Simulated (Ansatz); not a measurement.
**C2H4AlNSe: one species, many methods**

One table from this session's results is given with a row withheld; the runs are named, their logs left out.

Method: functionals in def2-TZVPP, the program's frozen cores in correlated methods; program: Ansatz 0.2.0, Gaussian basis.

Plan: PBE-D4, r2SCAN-D4, PBE0-D4, B3LYP-D4, ωB97X-V, ωB97M-V, B2PLYP; CCSD(T)/def2-TZVPP; MP2/def2-QZVPP; extrapolation to the limit.

## The relaxed structure

An earlier PBE0-D4 in a triple-zeta def2 set relaxation fixed the geometry.

SMILES `C1=[N][AlH][CH2][Se]1`, 9 atoms, charge 0, spin multiplicity 1.

Atoms are counted from 1 here; the program's logs count them from 0.

Bond lengths: C1–N2 1.256 Å, C1–Se5 1.954 Å, C1–H6 1.097 Å, N2–Al3 1.817 Å, Al3–C4 1.967 Å, Al3–H7 1.578 Å, C4–Se5 1.940 Å, C4–H8 1.092 Å, C4–H9 1.092 Å. Angles: N2–C1–Se5 125.8°, N2–C1–H6 123.9°, Se5–C1–H6 110.3°, C1–N2–Al3 111.6°, N2–Al3–C4 104.4°, N2–Al3–H7 125.6°, C4–Al3–H7 130.1°, Al3–C4–Se5 103.6°, Al3–C4–H8 113.7°, Al3–C4–H9 113.7°, Se5–C4–H8 108.9°, Se5–C4–H9 108.9°, H8–C4–H9 107.9°, C1–Se5–C4 94.7°.

The first run:

Contents of in.yaml:

```yaml
crystal:
  periodic: [false, false, false]
  atoms:
    - {symbol: C, position_ang: [0.504786, 1.540810, -0.524033]}
    - {symbol: N, position_ang: [1.460743, 0.879356, -0.047272]}
    - {symbol: Al, position_ang: [0.924443, -0.765931, 0.505932]}
    - {symbol: C, position_ang: [-1.001095, -0.811529, 0.107387]}
    - {symbol: Se, position_ang: [-1.344624, 0.929858, -0.676529]}
    - {symbol: H, position_ang: [0.602652, 2.560224, -0.918002]}
    - {symbol: H, position_ang: [1.853420, -1.863528, 1.154707]}
    - {symbol: H, position_ang: [-1.281689, -1.584595, -0.611250]}
    - {symbol: H, position_ang: [-1.630237, -0.930963, 0.992158]}
basis:
  gaussian: {orbitals: def2-TZVPP}
hamiltonian: {xc: pbe, dispersion: d4}
output: {forces: true, orbitals: {seedname: orbitals}}
```

Started as:

```sh
$ ansatz run in.yaml --threads 4 --pin off --events-out ev --progress --plain --max-ram 10444MiB
```

Steps of the session up to this table: PBE-D4 (GGA); r2SCAN-D4 (meta-GGA); PBE0-D4 (hybrid); B3LYP-D4 (hybrid); ωB97X-V (range-separated); ωB97M-V (range-separated); B2PLYP (double hybrid); CCSD(T) in def2-TZVPP; MP2 in def2-QZVPP.

One of the session's tables, all rows but one given; the rest of the session is left out.

| method | atomisation energy (kJ/mol) |
| --- | --- |
| PBE-D4 | ? |
| r2SCAN-D4 | 3299.5 |
| PBE0-D4 | 3300.2 |
| B3LYP-D4 | 3279.4 |
| ωB97X-V | 3288.4 |
| ωB97M-V | 3279.2 |
| B2PLYP | 3240.7 |
| HF/def2-TZVPP | 2222.8 |
| MP2/def2-TZVPP | 3256.4 |
| CCSD/def2-TZVPP | 3096.9 |
| CCSD(T)/def2-TZVPP | 3173.7 |
| MP2/CBS | 3358.7 |
| CCSD(T)/CBS | 3276.1 |

**Question.** Estimate the row for PBE-D4.

As computed: atomisation energy (kJ/mol): 3391.5. In the column «atomisation energy (kJ/mol)» it is the highest.

To keep in mind: Free atoms (2 C, 1 N, 1 Al, 1 Se, 4 H) were run apart at each level; the atomisation energy is their sum less the molecule, without zero-point or spin-orbit terms.
